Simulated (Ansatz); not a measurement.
ScTaN:

```
CELL_PARAMETERS angstrom
3.08507 0.00000 0.00000
-1.54253 2.67175 0.00000
0.00000 0.00000 10.34014
ATOMIC_POSITIONS crystal
Ta 0.33333 0.66667 0.24563
Ta 0.66667 0.33333 0.75437
Sc 0.00000 0.00000 0.00000
Sc 0.00000 0.00000 0.50000
N 0.33333 0.66667 0.62984
N 0.66667 0.33333 0.37016
```

The cell comes from a database or a generator and needn't be the stable form of this composition.

Base run:

| Property | Result |
| --- | --- |
| Program | Ansatz 0.2.0 |
| Functional | r2SCAN |
| Potentials or basis | Ansatz PAW |
| Cutoff | 500 eV (not typed: the program's choice for these potentials) |
| k mesh | 10 × 10 × 3 |
| Occupations | fermi-dirac, width 0.05 eV |
| Spin | no spin polarisation |
| Hubbard terms | Sc d U = 2 eV, Ta d U = 2 eV |

Its results: band gap on the k mesh none (metal or under the smearing width); pressure 0.6 GPa; largest force 0.268 eV/Å.

Task: The run is repeated on the same cell with these changes: hubbard terms from Sc d U = 2 eV, Ta d U = 2 eV to Sc d U = 1 eV, Ta d U = 1 eV. What comes out?

Result: Band gap on the k mesh none (metal or under the smearing width); pressure -1.1 GPa; largest force 0.194 eV/Å.

Caveats: spin-orbit coupling is left out, which moves the levels of the heavy elements; U without spin polarisation on a metal has little footing; the PAW data sets come from PBE, with cores solved anew for the run's functional, which leaves a small shift of forces and pressure.
